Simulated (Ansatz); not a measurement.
**BGeH₆P: a ladder of functionals and wavefunction methods**

An exercise on one series of results from a longer session: the logs are not shown, and one member is left open.

The runs use Ansatz 0.2.0, Gaussian basis; functionals in def2-TZVPP, the program's frozen cores in correlated methods.

Levels to be run: LDA (SPW92), PBE-D4, revPBE-D4, BLYP-D4, r2SCAN-D4, B97M-V, PBE0-D4, B3LYP-D4, r2SCANh-D4, r2SCAN0-D4, HSE06-D4, BHLYP-D4, CAM-B3LYP-D4, LC-ωPBE, ωB97X-V, ωB97M-V, B2PLYP, PBE-QIDH; CCSD(T)/def2-SVP; CCSD(T)/def2-TZVPP; MP2/def2-QZVPP; extrapolation to the limit; RPA on PBE.

### Structure used throughout

The geometry comes from an earlier relaxation with PBE0-D4 in a triple-zeta def2 set; it is a stationary point, not always the lowest conformer.

SMILES `[BH2][GeH2][PH2]`, 9 atoms, charge 0, spin multiplicity 1.

Atoms are counted from 1 here; the program's logs count them from 0.

Bond lengths: B1–Ge2 2.049 Å, B1–H4 1.194 Å, B1–H5 1.194 Å, Ge2–P3 2.345 Å, Ge2–H6 1.540 Å, Ge2–H7 1.540 Å, P3–H8 1.421 Å, P3–H9 1.421 Å. Angles: Ge2–B1–H4 120.3°, Ge2–B1–H5 120.8°, H4–B1–H5 118.7°, B1–Ge2–P3 104.4°, B1–Ge2–H6 114.6°, B1–Ge2–H7 113.8°, P3–Ge2–H6 110.2°, P3–Ge2–H7 105.0°, H6–Ge2–H7 108.4°, Ge2–P3–H8 93.3°, Ge2–P3–H9 94.0°, H8–P3–H9 92.9°.

As a file:

```mol
BGeH6P
  3D, bonds by distance, orders not assigned

  9  8  0  0  0  0  0  0  0  0999 V2000
   -1.0399    0.7251   -1.2396 B   0  0
    0.6833    0.2433   -0.2418 Ge  0  0
    0.0828   -1.5752    1.1123 P   0  0
   -1.3680    0.1085   -2.2080 H   0  0
   -1.7690    1.5756   -0.8259 H   0  0
    1.2650    1.3792    0.6205 H   0  0
    1.8010   -0.2929   -1.1561 H   0  0
    1.2002   -1.4089    1.9735 H   0  0
   -0.7668   -0.8010    1.9482 H   0  0
  1  2  8  0
  2  3  8  0
  1  4  8  0
  1  5  8  0
  2  6  8  0
  2  7  8  0
  3  8  8  0
  3  9  8  0
M  END
```

The first run:

in.yaml reads:

```yaml
crystal:
  periodic: [false, false, false]
  atoms:
    - {symbol: B, position_ang: [-1.039907, 0.725094, -1.239590]}
    - {symbol: Ge, position_ang: [0.683317, 0.243273, -0.241808]}
    - {symbol: P, position_ang: [0.082793, -1.575227, 1.112256]}
    - {symbol: H, position_ang: [-1.367963, 0.108521, -2.207968]}
    - {symbol: H, position_ang: [-1.769026, 1.575633, -0.825947]}
    - {symbol: H, position_ang: [1.264970, 1.379222, 0.620499]}
    - {symbol: H, position_ang: [1.800992, -0.292921, -1.156065]}
    - {symbol: H, position_ang: [1.200163, -1.408859, 1.973495]}
    - {symbol: H, position_ang: [-0.766840, -0.801037, 1.948229]}
basis:
  gaussian: {orbitals: def2-TZVPP}
hamiltonian: {xc: lda}
output: {orbitals: {seedname: orbitals}}
```

The run is started by

```bash
> ansatz run in.yaml --threads 2 --pin off --events-out ev --progress --plain --max-ram 4352MiB
```

Among the steps run: LDA; PBE-D4 (GGA); revPBE-D4 (GGA); BLYP-D4 (GGA); r2SCAN-D4 (meta-GGA); B97M-V (meta-GGA); B3LYP-D4 (hybrid); r2SCANh-D4 (hybrid); r2SCAN0-D4 (hybrid); HSE06-D4 (hybrid); BHLYP-D4 (hybrid); CAM-B3LYP-D4 (range-separated); LC-ωPBE (range-separated); ωB97X-V (range-separated); ωB97M-V (range-separated); B2PLYP (double hybrid); PBE-QIDH (double hybrid).

One table of the session follows, with a row left open; its other results are not shown here.

It belongs to the step «Frontier levels by functional». 

```
  functional  HOMO (eV)  LUMO (eV)  gap (eV)
 LDA (SPW92)          ?          ?         ?
      PBE-D4      -6.45      -3.50      2.95
   revPBE-D4      -6.40      -3.38      3.02
     BLYP-D4      -6.28      -3.32      2.96
   r2SCAN-D4      -6.66      -3.18      3.49
      B97M-V      -6.75      -3.29      3.46
     PBE0-D4      -7.48      -2.54      4.94
    B3LYP-D4      -7.26      -2.73      4.53
  r2SCANh-D4      -7.05      -2.85      4.20
  r2SCAN0-D4      -7.63      -2.36      5.27
    HSE06-D4      -7.09      -2.92      4.17
    BHLYP-D4      -8.36      -1.50      6.87
CAM-B3LYP-D4      -8.68      -1.44      7.25
     LC-ωPBE     -10.00      -0.26      9.74
     ωB97X-V      -9.67      -0.38      9.29
     ωB97M-V      -9.51      -0.62      8.89
```

**Question.** Estimate the row for LDA (SPW92).

The run gave: HOMO (eV): -6.55; LUMO (eV): -3.76; gap (eV): 2.79. In the column «HOMO (eV)» it lies between r2SCAN-D4 (-6.66) and PBE-D4 (-6.45).
